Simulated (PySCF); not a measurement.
# PbF4: other spin states, a change of charge and excitations

Aim: at the relaxed geometry of PbF4, try other spin states, a change of charge and excitations. It is a constructed species; whether it can be made isn't addressed.

Computed with PySCF 2.14.0. Level: r2SCAN, Pb def2-SVP with ECP60, F def2-SVP; scalar-relativistic core potentials, no spin–orbit coupling.

4 further runs of the same task are left out: 2 for a known fault of the program, 2 that didn't finish.

## 1. Where the work starts

5 atoms, charge 0, spin multiplicity 1.

Bond lengths: Pb1–F2 2.015 Å, Pb1–F3 2.015 Å, Pb1–F4 2.015 Å, Pb1–F5 2.015 Å. Angles: F2–Pb1–F3 112.9°, F2–Pb1–F4 102.7°, F2–Pb1–F5 112.9°, F3–Pb1–F4 112.9°, F3–Pb1–F5 102.7°, F4–Pb1–F5 112.9°.

Geometry (Å):

```mol
F4Pb
  3D, bonds by distance, orders not assigned

  5  4  0  0  0  0  0  0  0  0999 V2000
    0.0000   -0.0000    0.0000 Pb  0  0
    1.5739    0.0000    1.2581 F   0  0
   -0.0000    1.5739   -1.2581 F   0  0
   -1.5739    0.0000    1.2581 F   0  0
    0.0000   -1.5739   -1.2581 F   0  0
  1  2  8  0
  1  3  8  0
  1  4  8  0
  1  5  8  0
M  END
```

Formal oxidation states: Pb +4. An earlier session relaxed this geometry at r2SCAN, Pb def2-SVP with ECP60, F def2-SVP (singlet, point group D2d).

Its energy there is -591.834709 Eh.

## 2. Multiplicity 3 at the relaxed geometry

Contents of run.py (the lines that set the calculation):

```python
mol = gto.M(atom='''
Pb     0.00000     0.00000     0.00000
F      1.57390     0.00000     1.25807
F      0.00000     1.57390    -1.25807
F     -1.57390     0.00000     1.25807
F      0.00000    -1.57390    -1.25807''',
    basis={'Pb': 'def2-SVP', 'F': 'def2-SVP'},
    ecp={'Pb': 'def2-SVP'},
    charge=0, spin=2)
mf = dft.UKS(mol, xc='R2SCAN')
mf.grids.atom_grid = (50, 194)
mf = mf.density_fit()  # fitting sets: Pb def2-universal-JKFIT, F def2-universal-JKFIT
mf.conv_tol = 1e-08; mf.max_cycle = 55
mf.kernel(dm0)  # dm0: free metal ions and neutral atoms
```

The run is started by

```bash
$ OMP_NUM_THREADS=2 python run.py
```

Log:

```text
init E= -603.118749048069
cycle= 1 E= -590.822123491494  delta_E= 12.3  |g|= 1.59  |ddm|= 2.64
cycle= 2 E= -589.550369093024  delta_E= 1.27  |g|= 2.37  |ddm|= 2.91
cycle= 3 E= -591.593731832933  delta_E= -2.04  |g|= 0.481  |ddm|= 2.08
cycle= 4 E= -591.278723679384  delta_E= 0.315  |g|= 0.956  |ddm|= 1.22
cycle= 5 E= -591.603078000245  delta_E= -0.324  |g|= 0.429  |ddm|= 0.574
cycle= 6 E= -591.612464403805  delta_E= -0.00939  |g|=  0.4  |ddm|= 1.01
cycle= 7 E= -591.639482412241  delta_E= -0.027  |g|= 0.331  |ddm|= 0.119
cycle= 8 E= -591.630963497127  delta_E= 0.00852  |g|= 0.358  |ddm|= 0.983
cycle= 9 E= -591.644543292387  delta_E= -0.0136  |g|= 0.321  |ddm|= 0.98
cycle= 10 E= -591.636471727621  delta_E= 0.00807  |g|= 0.342  |ddm|= 0.98
cycle= 11 E= -591.636728349408  delta_E= -0.000257  |g|= 0.341  |ddm|= 0.00292
cycle= 12 E= -591.709509931435  delta_E= -0.0728  |g|= 0.0438  |ddm|= 0.642
cycle= 13 E= -591.707413409655  delta_E= 0.0021  |g|= 0.0815  |ddm|= 0.225
cycle= 14 E= -591.671740327344  delta_E= 0.0357  |g|= 0.256  |ddm|= 0.308
cycle= 15 E= -591.688525725605  delta_E= -0.0168  |g|= 0.197  |ddm|= 0.123
cycle= 16 E= -591.706239122346  delta_E= -0.0177  |g|= 0.0937  |ddm|= 0.171
cycle= 17 E= -591.70888694451  delta_E= -0.00265  |g|= 0.0669  |ddm|= 0.232
cycle= 18 E= -591.706699321761  delta_E= 0.00219  |g|= 0.0923  |ddm|= 0.0708
cycle= 19 E= -591.711026417846  delta_E= -0.00433  |g|= 0.0299  |ddm|= 0.0975
cycle= 20 E= -591.710686908916  delta_E= 0.00034  |g|= 0.0422  |ddm|= 0.0709
cycle= 21 E= -591.711762299669  delta_E= -0.00108  |g|= 0.00983  |ddm|= 0.0882
...
cycle= 13 E= -591.711763795844  delta_E= -1.33e-06  |g|= 0.00621  |ddm|= 0.00539
cycle= 14 E= -591.711761633798  delta_E= 2.16e-06  |g|= 0.00676  |ddm|= 0.00423
cycle= 15 E= -591.711754628176  delta_E= 7.01e-06  |g|= 0.00786  |ddm|= 0.00369
cycle= 16 E= -591.711757655602  delta_E= -3.03e-06  |g|= 0.0074  |ddm|= 0.00343
cycle= 17 E= -591.711774319414  delta_E= -1.67e-05  |g|= 0.00465  |ddm|= 0.00375
cycle= 18 E= -591.711780123864  delta_E= -5.8e-06  |g|= 0.00335  |ddm|= 0.00203
cycle= 19 E= -591.711782483616  delta_E= -2.36e-06  |g|= 0.00268  |ddm|= 0.00114
cycle= 20 E= -591.711785471577  delta_E= -2.99e-06  |g|= 0.00137  |ddm|= 0.00173
cycle= 21 E= -591.711786289934  delta_E= -8.18e-07  |g|= 0.000929  |ddm|= 0.00123
cycle= 22 E= -591.71178655367  delta_E= -2.64e-07  |g|= 0.000778  |ddm|= 0.000912
cycle= 23 E= -591.711786758021  delta_E= -2.04e-07  |g|= 0.000565  |ddm|= 0.000881
cycle= 24 E= -591.711786781055  delta_E= -2.3e-08  |g|= 0.000545  |ddm|= 0.000462
cycle= 25 E= -591.711786906363  delta_E= -1.25e-07  |g|= 0.000184  |ddm|= 0.000432
cycle= 26 E= -591.711786923583  delta_E= -1.72e-08  |g|= 0.000115  |ddm|= 0.000178
cycle= 27 E= -591.711786935905  delta_E= -1.23e-08  |g|= 3.46e-05  |ddm|= 0.000187
cycle= 28 E= -591.71178694117  delta_E= -5.26e-09  |g|= 4.28e-05  |ddm|= 0.000162
Extra cycle  E= -591.71178663719  delta_E= 3.04e-07  |g|= 0.000767  |ddm|= 0.0012
SCF not converged.
macro= 0  E= -591.711786978569  delta_E= -3.41379e-07  |g|= 5.15243e-05  2 KF 8 JK
macro= 1  E= -591.71178697857  delta_E= -1.81899e-12  |g|= 3.7356e-05  1 KF 2 JK
macro X = 2  E=-591.71178697857  |g|= 3.7356e-05  total 4 KF 13 JK
converged SCF energy = -591.71178697857  <S^2> = 2.0070621  2S+1 = 3.0047044
```

Run time: 22 s. Hardware: 2 threads of Arm Neoverse V2, shared host.

Read off: E = -591.711787 Eh (+3.345 eV from the relaxed state), HOMO -6.79 eV, LUMO -9.62 eV (over both spins), ⟨S²⟩ = 2.007, Mulliken charge on Pb1 +1.20 e. An empty level of one spin lies below a filled level of the other.

## 3. One electron added, multiplicity 2

Edit run.py (the lines that set the calculation) of step 2 so:

```diff
@@ -8,3 +8,3 @@
     ecp={'Pb': 'def2-SVP'},
-    charge=0, spin=2)
+    charge=-1, spin=1)
 mf = dft.UKS(mol, xc='R2SCAN')
@@ -13,2 +13,2 @@
 mf.conv_tol = 1e-08; mf.max_cycle = 55
-mf.kernel(dm0)  # dm0: free metal ions and neutral atoms
+mf.kernel(dm0)  # dm0: the density of the relaxed state
```

The run is started by

```bash
$ OMP_NUM_THREADS=2 python run.py
```

Log:

```text
init E= -591.838345111022
  HOMO = -0.238753455039  LUMO = -0.23000695268  gap/eV = 0.23800
cycle= 1 E= -591.924782441617  delta_E= -0.0864  |g|= 0.233  |ddm|= 1.56
  HOMO = 0.0530180416594  LUMO = 0.0831366631907  gap/eV = 0.81957
cycle= 2 E= -591.925077636398  delta_E= -0.000295  |g|= 0.26  |ddm|= 0.663
  HOMO = 0.017418505186  LUMO = 0.0489555642327  gap/eV = 0.85817
cycle= 3 E= -591.944132033333  delta_E= -0.0191  |g|= 0.0665  |ddm|= 0.209
  HOMO = 0.0124151097784  LUMO = 0.0448343202724  gap/eV = 0.88217
cycle= 4 E= -591.945978013447  delta_E= -0.00185  |g|= 0.00695  |ddm|= 0.0947
  HOMO = 0.0114297960235  LUMO = 0.0446875372943  gap/eV = 0.90499
cycle= 5 E= -591.945995574061  delta_E= -1.76e-05  |g|= 0.00108  |ddm|= 0.00876
  HOMO = 0.0113314116448  LUMO = 0.0447925626111  gap/eV = 0.91052
cycle= 6 E= -591.945996105115  delta_E= -5.31e-07  |g|= 0.000197  |ddm|= 0.00112
  HOMO = 0.0113515106999  LUMO = 0.044836460917  gap/eV = 0.91117
cycle= 7 E= -591.945996110488  delta_E= -5.37e-09  |g|= 0.000208  |ddm|= 0.000373
  HOMO = 0.0113525734629  LUMO = 0.0448400242365  gap/eV = 0.91124
cycle= 8 E= -591.945996125708  delta_E= -1.52e-08  |g|= 7.14e-05  |ddm|= 0.000227
  HOMO = 0.0113519074038  LUMO = 0.0448413130047  gap/eV = 0.91129
cycle= 9 E= -591.945996128003  delta_E= -2.3e-09  |g|= 8.74e-06  |ddm|= 9.13e-05
  HOMO = 0.0113515866167  LUMO = 0.0448409898793  gap/eV = 0.91129
Extra cycle  E= -591.945996127947  delta_E= 5.59e-11  |g|= 1.58e-05  |ddm|= 2.25e-05
converged SCF energy = -591.945996127947  <S^2> = 0.75198664  2S+1 = 2.0019857
```

It took 2.3 s on 2 threads of Arm Neoverse V2, shared host.

Read off: E = -591.945996 Eh (-3.028 eV from the relaxed state), HOMO 0.31 eV, LUMO 1.22 eV (over both spins), ⟨S²⟩ = 0.752, Mulliken charge on Pb1 +0.98 e. The highest filled level lies above zero; it isn't the detachment energy.

## 4. Singlet excitations, Tamm-Dancoff CAM-B3LYP

Edit run.py (the lines that set the calculation) of step 3 so:

```diff
@@ -8,4 +8,4 @@
     ecp={'Pb': 'def2-SVP'},
-    charge=-1, spin=1)
-mf = dft.UKS(mol, xc='R2SCAN')
+    charge=0, spin=0)
+mf = dft.RKS(mol, xc='CAMB3LYP')
 mf.grids.atom_grid = (50, 194)
```

The run is started by

```bash
$ OMP_NUM_THREADS=2 python run.py
```

Log:

```text
init E= -591.769991786815
  HOMO = -0.483779591897612  LUMO = -0.16599396382167  gap/eV = 8.64739
cycle= 1 E= -591.773523517134  delta_E= -0.00353  |g|= 0.0465  |ddm|= 0.266
  HOMO = -0.480193574588853  LUMO = -0.166679152787086  gap/eV = 8.53116
cycle= 2 E= -591.773478525113  delta_E= 4.5e-05  |g|= 0.0545  |ddm|= 0.0803
  HOMO = -0.484476159789066  LUMO = -0.167621713603019  gap/eV = 8.62205
cycle= 3 E= -591.773991530533  delta_E= -0.000513  |g|= 0.00619  |ddm|= 0.0492
  HOMO = -0.483726560743825  LUMO = -0.166598189533548  gap/eV = 8.62950
cycle= 4 E= -591.774000103414  delta_E= -8.57e-06  |g|= 0.00142  |ddm|= 0.00748
  HOMO = -0.483832941050273  LUMO = -0.166712605130321  gap/eV = 8.62928
cycle= 5 E= -591.774000686313  delta_E= -5.83e-07  |g|= 5.23e-05  |ddm|= 0.00235
  HOMO = -0.483832387073167  LUMO = -0.166707765787429  gap/eV = 8.62940
cycle= 6 E= -591.774000689356  delta_E= -3.04e-09  |g|= 3.46e-05  |ddm|= 0.000201
  HOMO = -0.483832778603635  LUMO = -0.166707236977569  gap/eV = 8.62943
Extra cycle  E= -591.774000689195  delta_E= 1.61e-10  |g|= 5.57e-05  |ddm|= 7.09e-05
converged SCF energy = -591.774000689195
```

It took 13 s on 2 threads of Arm Neoverse V2, shared host.

Read off: E = -591.774001 Eh, HOMO -13.17 eV, LUMO -4.54 eV, Mulliken charge on Pb1 +1.47 e. 

Singlet excitations:

```
state  energy (eV)  oscillator strength
    1         4.68               0.0001
    2         4.68               0.0001
    3         4.71               0.0000
    4         4.78               0.0000
    5         4.83               0.0000
    6         5.04               0.0438
    7         5.04               0.0438
    8         5.04               0.0398
```

## 5. Results

| state | energy from the relaxed state (eV) | ⟨S²⟩ | time |
| --- | --- | --- | --- |
| charge 0, singlet, vacuum (relaxed) | 0 | 0.00 |  |
| charge -1, doublet, vacuum | -3.03 | 0.75 | 2.3 s |
| charge 0, triplet, vacuum | 3.34 | 2.01 | 22 s |

An electron taken off or put on is at rest in vacuum. 

In the excitation run (CAM-B3LYP), the lowest singlet lies at 4.68 eV (gaps between orbitals at other levels can't be set against it), and the brightest of the eight at 5.04 eV (f = 0.044); spin–orbit coupling would mix in triplets. Adding an electron vertically releases 3.03 eV (doublet). The triplet lies 3.34 eV above at this geometry. These are double-zeta-type bases without diffuse functions. Spin–orbit coupling is left out.
